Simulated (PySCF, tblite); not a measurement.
# P₂₆H₁₆: electronic excitations, NMR shifts

What do calculations give for the electronic excitations, NMR shifts of P₂₆H₁₆?

Computed with tblite 0.8.0 and PySCF 2.14.0 and routines of our own; the level stands in each step. Atoms count from 0.

## 1. The system as given

42 atoms, charge 0, multiplicity 1; geometry from: force field, distance geometry or constructed start.

## 2. Relaxing the molecule with GFN2-xTB

The job: settings as JSON, then the geometry in Å.

```
{"job": {"kind": "relax", "xc": "GFN2-xTB", "basis": "xTB"}, "charge": 0, "multiplicity": 1}
P      6.550100     0.942900    -0.621600
P      4.905700     1.892000     0.613100
P      3.277800     0.942400    -0.619000
P      3.271900    -0.940300     0.613800
P      4.907900    -1.890600    -0.616600
P      6.541900    -0.945200     0.617400
P     -6.545100     0.946400    -0.623300
P     -8.178100     1.892100     0.621500
P     -9.815100     0.942600    -0.620400
P     -9.820600    -0.945500     0.621600
P     -8.183600    -1.890600    -0.622100
P     -6.547700    -0.946700     0.620000
P     -0.003400     0.945400    -0.615000
P     -1.634100     1.888800     0.617300
P     -3.274800     0.949800    -0.619800
P     -3.274500    -0.944100     0.626300
P     -1.635900    -1.887500    -0.619100
P     -0.001100    -0.948100     0.619000
P      1.635700     1.891200     0.622500
P      1.639100    -1.888500    -0.617300
P      9.815500     0.948500    -0.618500
P      8.180600     1.890900     0.619800
P      8.184900    -1.884800    -0.613400
P      9.813600    -0.949000     0.618500
P     -4.908400     1.892000     0.620900
P     -4.915000    -1.890300    -0.617500
H      4.909600     3.062200    -0.148800
H      4.908300    -3.059300     0.149300
H     -8.180900     3.060300    -0.150100
H    -10.830400     1.530300     0.151500
H    -10.827900    -1.529300    -0.149200
H     -8.183400    -3.058600     0.148300
H     -1.637300     3.060000    -0.150000
H     -1.634200    -3.061200     0.151800
H      1.637500     3.061700    -0.151400
H      1.636800    -3.057700     0.145200
H     10.830700     1.530000     0.144000
H      8.182400     3.062400    -0.150700
H      8.182600    -3.063800     0.148000
H     10.826700    -1.526500    -0.146900
H     -4.909000     3.057600    -0.144300
H     -4.903000    -3.065500     0.151800
```

Command:

```bash
OMP_NUM_THREADS=4 python large_run.py task.json out
```

One launch serves the whole session: the jobs run in the order shown.

Log:

```text
step      E/eV     max force
  0   -2013.97269    1.621
  1   -2014.51773    1.020
  2   -2014.83754    0.207
  3   -2014.84772    0.161
  4   -2014.86562    0.144
  5   -2014.89383    0.219
  6   -2014.91581    0.190
  7   -2014.92659    0.126
  8   -2014.92973    0.090
  9   -2014.93128    0.065
 10   -2014.93340    0.079
 11   -2014.93640    0.116
 12   -2014.94051    0.148
 13   -2014.94489    0.131
 14   -2014.94820    0.092
 15   -2014.95057    0.099
 16   -2014.95324    0.089
 17   -2014.95691    0.138
 18   -2014.96243    0.163
 19   -2014.96729    0.121
 20   -2014.96949    0.060
 21   -2014.97015    0.033
 22   -2014.97058    0.035
 23   -2014.97119    0.044
 24   -2014.97208    0.055
 25   -2014.97304    0.052
 26   -2014.97365    0.029
 27   -2014.97389    0.021
 28   -2014.97400    0.020
```

Wall time 13 s (4 threads of Intel Xeon Platinum 8259CL at 2.50GHz, shared host); peak memory 0.16 GiB.

The steps of the relaxation:

| step | energy from step 0 (eV) | largest force (eV/Å) |
| --- | --- | --- |
| 0 | 0.0000 | 1.6216 |
| 1 | -0.5450 | 1.0207 |
| 2 | -0.8648 | 0.2065 |
| 3 | -0.8750 | 0.1612 |
| 4 | -0.8929 | 0.1441 |
| 5 | -0.9211 | 0.2188 |
| 6 | -0.9431 | 0.1900 |
| 7 | -0.9539 | 0.1265 |
| 8 | -0.9570 | 0.0891 |
| 9 | -0.9586 | 0.0655 |
| 10 | -0.9607 | 0.0791 |
| 12 | -0.9678 | 0.1478 |
| 13 | -0.9722 | 0.1307 |
| 15 | -0.9779 | 0.0993 |
| 16 | -0.9805 | 0.0893 |
| 18 | -0.9897 | 0.1631 |
| 19 | -0.9946 | 0.1214 |
| 21 | -0.9975 | 0.0330 |
| 22 | -0.9979 | 0.0349 |
| 24 | -0.9994 | 0.0552 |
| 25 | -1.0004 | 0.0520 |
| 26 | -1.0010 | 0.0289 |
| 27 | -1.0012 | 0.0210 |
| 28 | -1.0013 | 0.0200 |

Close pairs (by a distance rule), those that changed most:

| bond | before (Å) | after (Å) | change (Å) |
| --- | --- | --- | --- |
| P7–P8 | 2.264 | 2.184 | -0.080 |
| P9–P10 | 2.263 | 2.184 | -0.079 |
| P20–P23 | 2.265 | 2.187 | -0.078 |
| P2–P18 | 2.267 | 2.190 | -0.077 |
| P0–P1 | 2.265 | 2.189 | -0.075 |
| P15–P25 | 2.266 | 2.191 | -0.075 |
| P6–P24 | 2.263 | 2.189 | -0.074 |
| P15–P16 | 2.264 | 2.190 | -0.074 |

The final coordinates are the input of the step that follows.

## 3. Electronic excitations: TDA wB97X-D/6-31G*

The job: settings as JSON, then the geometry in Å.

```
{"job": {"kind": "uv", "basis": "6-31G*", "grid": 1, "kgrid": 0, "vcut": 1.5, "nstates": 6, "ntriplets": 2, "tda": true, "delta": [], "pop": true, "xc": "wB97X-D"}, "charge": 0, "multiplicity": 1}
P      6.470734     0.956607    -0.557404
P      4.862167     1.865399     0.617419
P      3.241175     0.962084    -0.546984
P      3.241322    -0.960611     0.546357
P      4.861674    -1.863676    -0.618599
P      6.470771    -0.955092     0.555778
P     -6.471142     0.956510    -0.554850
P     -8.102717     1.888876     0.576085
P     -9.733840     0.953962    -0.535123
P     -9.733827    -0.953194     0.535216
P     -8.101637    -1.888269    -0.574330
P     -6.470734    -0.955393     0.557273
P     -0.000470     0.962028    -0.545650
P     -1.621706     1.865090     0.619321
P     -3.241659     0.961445    -0.545746
P     -3.241472    -0.960959     0.547636
P     -1.622176    -1.865287    -0.617814
P      0.000074    -0.961471     0.544974
P      1.621340     1.865812     0.617615
P      1.621699    -1.864087    -0.619208
P      9.733721     0.953704    -0.535892
P      8.101801     1.889509     0.573729
P      8.102181    -1.888092    -0.574363
P      9.733922    -0.952554     0.535557
P     -4.862018     1.864023     0.620048
P     -4.861724    -1.864952    -0.616810
H      4.862759     3.027059    -0.171818
H      4.863045    -3.025636     0.170155
H     -8.094465     3.016904    -0.255131
H    -10.703926     1.495074     0.316596
H    -10.703880    -1.494991    -0.316485
H     -8.095608    -3.017711     0.255274
H     -1.621741     3.026648    -0.170111
H     -1.619666    -3.026296     0.172297
H      1.620241     3.027482    -0.171782
H      1.620797    -3.025633     0.170429
H     10.703465     1.495727     0.316024
H      8.095069     3.017514    -0.257526
H      8.094955    -3.015958     0.257001
H     10.703923    -1.494964    -0.315991
H     -4.863388     3.026026    -0.168544
H     -4.863211    -3.026737     0.171994
```

Level: TDA wB97X-D/6-31G*, vertical, gas phase, core orbitals frozen in the response, virtual orbitals cut by energy.

Log:

```text
start: PBE on a coarse grid of 50298 points
cycle   1  E = -8880.9219409385  dE =  3.869e+00  |g| = 2.638e-01  |ddm| = 8.354e+00
cycle   2  E = -8880.9366540670  dE = -1.471e-02  |g| = 1.885e-01  |ddm| = 1.376e+00
cycle   3  E = -8880.9465648365  dE = -9.911e-03  |g| = 1.175e-01  |ddm| = 6.632e-01
cycle   4  E = -8880.9507811599  dE = -4.216e-03  |g| = 4.487e-02  |ddm| = 2.847e-01
cycle   5  E = -8880.9514382074  dE = -6.570e-04  |g| = 1.452e-02  |ddm| = 1.117e-01
cycle   6  E = -8880.9515205939  dE = -8.239e-05  |g| = 3.987e-03  |ddm| = 3.409e-02
final grid: 194808 points
cycle   7  E = -8884.2497131630  dE = -3.942e-02  |g| = 5.700e-02  |ddm| = 1.007e+00
cycle   8  E = -8884.2530558359  dE = -3.343e-03  |g| = 2.020e-02  |ddm| = 2.826e-01
cycle   9  E = -8884.2534405990  dE = -3.848e-04  |g| = 1.576e-02  |ddm| = 1.131e-01
cycle  10  E = -8884.2535399241  dE = -9.933e-05  |g| = 2.343e-03  |ddm| = 4.183e-02
cycle  11  E = -8884.2535509927  dE = -1.107e-05  |g| = 8.346e-04  |ddm| = 1.178e-02
cycle  12  E = -8884.2535461289  dE =  4.864e-06  |g| = 4.153e-04  |ddm| = 3.637e-03
cycle  13  E = -8884.2535500883  dE = -3.959e-06  |g| = 9.334e-05  |ddm| = 1.609e-03
converged SCF energy = -8884.2535500883

Static polarisability (au): isotropic 691.627, principal 346.152 549.052 1179.678

Singlet excitations
state   eV       nm        f      main configurations
  1   4.1896    295.9   0.00000   H->L 0.53, H-3->L 0.26
  2   4.2154    294.1   0.00227   H-1->L 0.60, H-2->L 0.18, H-3->L+8 0.08
  3   4.3360    285.9   0.00000   H-3->L 0.46, H-2->L+8 0.19, H->L 0.12
  4   4.4142    280.9   0.00598   H-2->L 0.39, H->L+8 0.22, H-1->L 0.13
  5   4.4420    279.1   0.00000   H->L+1 0.28, H-1->L+2 0.23
  6   4.4499    278.6   0.00104   H->L+2 0.21, H-2->L+1 0.15, H-3->L+6 0.11

Triplet excitations (Tamm-Dancoff, eV): 3.8311 3.8354
```

Run time: 5.7 min. Hardware: 4 threads of Intel Xeon Platinum 8259CL at 2.50GHz, shared host; peak memory 2.4 GiB.

Frontier orbitals and where they lie:

| orbital | eV | atoms |
| --- | --- | --- |
| HOMO−4 | -8.31 | P17 9 %, P12 9 %, P9 9 % |
| HOMO−3 | -8.17 | P15 8 %, P14 8 %, P12 8 % |
| HOMO−2 | -8.08 | P5 11 %, P0 11 %, P11 11 % |
| HOMO−1 | -8.05 | P2 12 %, P3 12 %, P15 12 % |
| HOMO | -7.99 | P17 10 %, P12 10 %, P11 8 % |
| LUMO | -0.44 | P13 5 %, P19 5 %, P16 5 % |
| LUMO+1 | -0.01 | P12 8 %, P17 8 %, P16 6 % |
| LUMO+2 | 0.00 | P18 7 %, P19 7 %, P13 7 % |
| LUMO+3 | 0.12 | P17 8 %, P12 8 %, P16 6 % |

With each of the 6 states as a Gaussian band of 0.4 eV half-width at 1/e, the curve within the window shown has maxima at 283 nm (ε 360) L/(mol cm). Beyond the last state computed it falls off for lack of states. The curve at chosen wavelengths:

```json
{"nm": "261", "ε (L/mol/cm)": "159"}
{"nm": "264", "ε (L/mol/cm)": "198"}
{"nm": "268", "ε (L/mol/cm)": "250"}
{"nm": "271", "ε (L/mol/cm)": "285"}
{"nm": "274", "ε (L/mol/cm)": "316"}
{"nm": "278", "ε (L/mol/cm)": "344"}
{"nm": "281", "ε (L/mol/cm)": "356"}
{"nm": "285", "ε (L/mol/cm)": "358"}
{"nm": "288", "ε (L/mol/cm)": "349"}
{"nm": "291", "ε (L/mol/cm)": "333"}
{"nm": "295", "ε (L/mol/cm)": "304"}
{"nm": "298", "ε (L/mol/cm)": "277"}
{"nm": "301", "ε (L/mol/cm)": "248"}
{"nm": "305", "ε (L/mol/cm)": "209"}
{"nm": "308", "ε (L/mol/cm)": "181"}
{"nm": "311", "ε (L/mol/cm)": "154"}
{"nm": "315", "ε (L/mol/cm)": "122"}
{"nm": "318", "ε (L/mol/cm)": "101"}
{"nm": "321", "ε (L/mol/cm)": "83"}
{"nm": "325", "ε (L/mol/cm)": "63"}
{"nm": "328", "ε (L/mol/cm)": "50"}
{"nm": "332", "ε (L/mol/cm)": "37"}
{"nm": "335", "ε (L/mol/cm)": "29"}
{"nm": "338", "ε (L/mol/cm)": "22"}
{"nm": "342", "ε (L/mol/cm)": "16"}
{"nm": "345", "ε (L/mol/cm)": "12"}
```

Ground-state properties from the same run:

| property | computed |
| --- | --- |
| dipole moment (D) | 0.00 |
| polarisability (Å³) | 102.49 |
| HOMO–LUMO gap (eV) | 7.56 |
| −ε(HOMO) (eV) | 7.99 |

## 4. NMR shifts: GIAO KT3/pcSseg-1

The job, as its differences from that of step 3:

```diff
@@ -1,2 +1,2 @@
-{"job": {"kind": "uv", "basis": "6-31G*", "grid": 1, "kgrid": 0, "vcut": 1.5, "nstates": 6, "ntriplets": 2, "tda": true, "delta": [], "pop": true, "xc": "wB97X-D"}, "charge": 0, "multiplicity": 1}
+{"job": {"kind": "nmr", "xc": "KT3", "basis": "pcSseg-1", "pop": false}, "charge": 0, "multiplicity": 1}
 P      6.470734     0.956607    -0.557404
```

With the program's defaults for keys left out, this is: GIAO KT3/pcSseg-1 NMR shielding, non-relativistic, gas phase.

Log:

```text
start: PBE on a coarse grid of 50298 points
cycle   1  E = -8880.3837743414  dE =  3.681e+00  |g| = 3.991e-01  |ddm| = 7.750e+00
cycle   2  E = -8880.4050694710  dE = -2.130e-02  |g| = 1.598e-01  |ddm| = 1.050e+00
cycle   3  E = -8880.4088408681  dE = -3.771e-03  |g| = 9.810e-02  |ddm| = 4.735e-01
cycle   4  E = -8880.4117899683  dE = -2.949e-03  |g| = 2.486e-02  |ddm| = 2.019e-01
cycle   5  E = -8880.4119310992  dE = -1.411e-04  |g| = 1.398e-02  |ddm| = 6.952e-02
cycle   6  E = -8880.4119974323  dE = -6.633e-05  |g| = 3.953e-03  |ddm| = 3.181e-02
final grid: 368442 points
cycle   7  E = -8951.5803051077  dE = -1.431e-01  |g| = 6.073e-01  |ddm| = 1.489e+00
cycle   8  E = -8951.5898325927  dE = -9.527e-03  |g| = 2.947e-01  |ddm| = 8.861e-01
cycle   9  E = -8951.5934372424  dE = -3.605e-03  |g| = 1.324e-01  |ddm| = 5.629e-01
cycle  10  E = -8951.5994387003  dE = -6.001e-03  |g| = 2.665e-02  |ddm| = 2.739e-01
cycle  11  E = -8951.5996796658  dE = -2.410e-04  |g| = 6.223e-03  |ddm| = 5.896e-02
cycle  12  E = -8951.5996929049  dE = -1.324e-05  |g| = 2.424e-03  |ddm| = 1.485e-02
cycle  13  E = -8951.5996969009  dE = -3.996e-06  |g| = 9.684e-04  |ddm| = 6.086e-03
cycle  14  E = -8951.5996946855  dE =  2.215e-06  |g| = 2.729e-04  |ddm| = 2.040e-03
cycle  15  E = -8951.5996992814  dE = -4.596e-06  |g| = 1.079e-04  |ddm| = 7.075e-04
cycle  16  E = -8951.5996948561  dE =  4.425e-06  |g| = 1.937e-05  |ddm| = 2.437e-04
converged SCF energy = -8951.5996948561

GIAO shielding tensors (ppm)
atom      isotropic    diamagn.    paramagn.     s11        s22        s33       span
  0 P      386.922     966.587    -579.664    336.352    366.352    458.063    121.712
  1 P      437.211     965.404    -528.193    375.182    449.926    486.525    111.344
  2 P      382.741     963.437    -580.696    331.538    367.777    448.907    117.369
  3 P      382.847     963.438    -580.591    331.723    367.929    448.889    117.166
  4 P      437.230     965.409    -528.179    375.241    449.940    486.507    111.266
  5 P      386.836     966.592    -579.757    336.205    366.241    458.061    121.856
  6 P      386.941     966.594    -579.653    336.642    366.121    458.060    121.418
  7 P      457.268     969.166    -511.898    400.221    460.156    511.426    111.205
  8 P      474.443     968.353    -493.909    435.891    457.726    529.713     93.822
  9 P      474.265     968.348    -494.083    435.790    457.494    529.513     93.722
 10 P      456.955     969.152    -512.198    400.143    459.712    511.009    110.866
 11 P      386.797     966.582    -579.786    336.226    366.233    457.931    121.705
 12 P      382.731     963.038    -580.307    332.561    365.665    449.967    117.406
 13 P      437.849     964.380    -526.531    375.147    449.298    489.102    113.956
 14 P      382.884     963.433    -580.549    331.921    367.838    448.893    116.973
 15 P      382.887     963.437    -580.550    331.743    368.083    448.835    117.092
 16 P      437.809     964.386    -526.577    375.151    449.236    489.039    113.889
 17 P      382.725     963.042    -580.318    332.538    365.543    450.093    117.555
 18 P      437.734     964.385    -526.651    375.130    449.156    488.914    113.784
 19 P      437.867     964.380    -526.513    375.140    449.257    489.205    114.065
 20 P      474.397     968.344    -493.947    435.812    457.564    529.815     94.002
 21 P      457.202     969.161    -511.959    400.288    459.978    511.339    111.051
 22 P      457.248     969.160    -511.912    400.358    459.917    511.469    111.111
 23 P      474.356     968.355    -493.999    436.055    457.494    529.518     93.463
 24 P      437.334     965.407    -528.072    375.142    450.107    486.755    111.613
 25 P      437.169     965.409    -528.241    375.366    449.911    486.229    110.862
 26 H       28.651      30.751      -2.099     22.141     28.899     34.915     12.774
 27 H       28.652      30.755      -2.104     22.140     28.899     34.915     12.775
 28 H       28.565      30.113      -1.548     22.581     27.232     35.882     13.301
 29 H       28.360      31.299      -2.939     22.818     25.081     37.180     14.362
 30 H       28.355      31.285      -2.930     22.813     25.079     37.173     14.360
 31 H       28.560      30.114      -1.554     22.576     27.226     35.877     13.301
 32 H       28.607      30.143      -1.536     21.940     29.177     34.705     12.765
 33 H       28.608      30.143      -1.535     21.941     29.177     34.706     12.764
 34 H       28.605      30.140      -1.536     21.936     29.174     34.703     12.767
 35 H       28.606      30.139      -1.534     21.937     29.178     34.702     12.765
 36 H       28.355      31.284      -2.928     22.813     25.079     37.174     14.360
 37 H       28.564      30.116      -1.552     22.580     27.230     35.883     13.303
 38 H       28.564      30.113      -1.549     22.578     27.232     35.883     13.305
 39 H       28.354      31.293      -2.939     22.814     25.076     37.172     14.359
 40 H       28.653      30.756      -2.103     22.142     28.902     34.915     12.773
 41 H       28.654      30.760      -2.106     22.144     28.898     34.918     12.774
```

Wall time 44 s (4 threads of Intel Xeon Platinum 8259CL at 2.50GHz, shared host); peak memory 1.8 GiB.

Shifts follow as δ = σ(reference) − σ, with reference shieldings (ppm) from runs at the same level and on the same kind of geometry: 1H TMS 31.76, 31P PH3 612.2. The references are single molecules in the gas phase, so shifts against H2O, NH3, PH3, H3PO4 or CFCl3 are not on the usual liquid scales and can be off by tens of ppm. Atoms listed in one row are averaged.

| atoms | environment | σ (ppm) | δ (ppm) |
| --- | --- | --- | --- |
| H29, H30, H36, H39 | hydrogen on a phosphorus bonded to 2 P | 28.36 | 3.40 |
| H28, H31, H37, H38 | hydrogen on a phosphorus bonded to 2 P | 28.56 | 3.20 |
| H32, H33, H34, H35 | hydrogen on a phosphorus bonded to 2 P | 28.61 | 3.15 |
| H26, H27, H40, H41 | hydrogen on a phosphorus bonded to 2 P | 28.65 | 3.11 |
| P12, P17 | phosphorus bonded to 3 P | 382.7 | 229.5 |
| P2, P3, P14, P15 | phosphorus bonded to 3 P | 382.8 | 229.3 |
| P0, P5, P6, P11 | phosphorus bonded to 3 P | 386.9 | 225.3 |
| P1, P4, P24, P25 | phosphorus bonded to 2 P, H | 437.2 | 174.9 |
| P13, P16, P18, P19 | phosphorus bonded to 2 P, H | 437.8 | 174.4 |
| P7, P10, P21, P22 | phosphorus bonded to 2 P, H | 457.2 | 155.0 |
| P8, P9, P20, P23 | phosphorus bonded to 2 P, H | 474.4 | 137.8 |

Ring of atoms P0, P1, P2, P3, P4, P5: NICS(0) -5.5, NICS(1) -4.3, NICS(1)zz 6.0 ppm (means of both faces).

Ring of atoms P0, P5, P20, P21, P22, P23: NICS(0) -5.5, NICS(1) -4.3, NICS(1)zz 4.8 ppm (means of both faces).

Ring of atoms P2, P3, P12, P17, P18, P19: NICS(0) -5.5, NICS(1) -4.3, NICS(1)zz 6.2 ppm (means of both faces).

## 5. What came out

| quantity | value |
| --- | --- |
| lowest singlet (wB97X-D/6-31G*) | 4.19 eV (296 nm), f = 0.000 |
| brightest single state of those computed | state 4, 4.41 eV, f = 0.006 |
| lowest triplet | 3.83 eV |
| 1H shifts against TMS (KT3/pcSseg-1, means over atoms taken as alike) | 3.40, 3.20, 3.15, 3.11 ppm |
| 31P shifts against PH3 (KT3/pcSseg-1, means over atoms taken as alike) | 229.5, 229.3, 225.3, 174.9, 174.4, 155.0, 137.8 ppm |

What this shows: The first singlet state (HOMO→LUMO 0.53, HOMO−3→LUMO 0.26) lies at 4.19 eV and is dark; of the 6 states computed, the strongest absorption comes from states 4 to 6 together at 4.41 eV (the last computed, so partners may be missing). The lowest triplet lies 0.36 eV below the lowest singlet.
